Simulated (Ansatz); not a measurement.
**CH2ClFO2Si: how energies converge with the basis set**

The task here is to estimate one member of a computed series from the others.

Computed with Ansatz 0.2.0, Gaussian basis. Level: one geometry, several basis sets.

The runs, in order: PBE0-D4/def2-SVP; ωB97M-V/def2-SVP; PBE0-D4/def2-QZVPP; ωB97M-V/def2-QZVPP; the functionals' def2-TZVPP values are taken from earlier runs.

## The geometry

The geometry comes from an earlier relaxation with PBE0-D4 in a triple-zeta def2 set; it is a stationary point, not always the lowest conformer.

SMILES `O[Si@]1(Cl)O[C@@H]1F`, 8 atoms, charge 0, spin multiplicity 1.

Atoms are counted from 1 here; the program's logs count them from 0.

Bond lengths: O1–Si2 1.615 Å, O1–H7 0.961 Å, Si2–Cl3 2.010 Å, Si2–O4 1.645 Å, Si2–C5 1.802 Å, O4–C5 1.459 Å, C5–F6 1.361 Å, C5–H8 1.088 Å. Angles: Si2–O1–H7 116.6°, O1–Si2–Cl3 107.1°, O1–Si2–O4 119.7°, O1–Si2–C5 125.2°, Cl3–Si2–O4 118.3°, Cl3–Si2–C5 125.0°, O4–Si2–C5 49.8°, Si2–O4–C5 70.7°, Si2–C5–O4 59.5°, Si2–C5–F6 120.3°, Si2–C5–H8 129.4°, O4–C5–F6 111.4°, O4–C5–H8 112.5°, F6–C5–H8 109.2°.

Set-up of the first run:

Contents of in.yaml:

```yaml
crystal:
  periodic: [false, false, false]
  atoms:
    - {symbol: O, position_ang: [1.850014, 0.183021, -0.499184]}
    - {symbol: Si, position_ang: [0.534235, 0.167694, 0.437336]}
    - {symbol: Cl, position_ang: [1.062687, 0.951039, 2.211732]}
    - {symbol: O, position_ang: [-0.458549, -1.144178, 0.428636]}
    - {symbol: C, position_ang: [-1.160015, -0.004087, -0.152892]}
    - {symbol: F, position_ang: [-1.409405, -0.196931, -1.476375]}
    - {symbol: H, position_ang: [1.768064, -0.229029, -1.363701]}
    - {symbol: H, position_ang: [-2.094930, 0.215370, 0.358650]}
basis:
  gaussian: {orbitals: def2-SVP}
hamiltonian: {xc: pbe0, dispersion: d4}
output: {orbitals: {seedname: orbitals}}
```

Among the steps run: PBE0-D4 in def2-SVP; ωB97M-V in def2-SVP; PBE0-D4 in def2-QZVPP; ωB97M-V in def2-QZVPP.

One table of the session follows, with a row left open; its other results are not shown here.

It belongs to the step «Functionals by basis». 

| functional | basis | HOMO (eV) | LUMO (eV) |
| --- | --- | --- | --- |
| PBE0-D4 | def2-SVP | -7.69 | 0.05 |
| PBE0-D4 | def2-TZVPP | -7.82 | -0.30 |
| PBE0-D4 | def2-QZVPP | ? | ? |
| ωB97M-V | def2-SVP | -9.93 | 1.99 |
| ωB97M-V | def2-TZVPP | -10.10 | 1.51 |
| ωB97M-V | def2-QZVPP | -10.15 | 1.08 |

Estimate the missing values for PBE0-D4, def2-QZVPP.

**Answer.** HOMO (eV): -7.88; LUMO (eV): -0.52. In the column «HOMO (eV)» it lies between ωB97M-V, def2-SVP (-9.93) and PBE0-D4, def2-TZVPP (-7.82).
